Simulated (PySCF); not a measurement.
# OZr: the cost of one run

Method: relaxation, pbe0, def2-tzvpd, and further levels as typed in the inputs, in PySCF 2.14.0.

## (1) The starting structure

Bond lengths: Zr1–O2 1.710 Å.

As a file:

```xyz
2

Zr    0.0000    0.0000    0.0000
O     0.0000    0.0000    1.7100
```

## (2) Relaxation: OZr

Contents of run.py:

```python
from pyscf import gto, dft
from pyscf.geomopt.geometric_solver import optimize
mol = gto.M(atom="mol.xyz", basis="def2-tzvpd", verbose=4)
mol.set(ecp='def2-tzvpd').build()
mf = dft.RKS(mol, xc="pbe0").density_fit().run(conv_tol=1e-9)
m = optimize(mf, maxsteps=60)
print("optimised structure (A):")
for k in range(m.natm): print(m.atom_symbol(k), *(f"{x:.8f}" for x in m.atom_coords(unit="A")[k]))
```

The run is started by

```
python run.py
```

**Question.** How long does this run take on 2 threads of Intel Xeon Platinum 8375C at 2.90GHz (Ice Lake), shared host?

About 9.5 s.
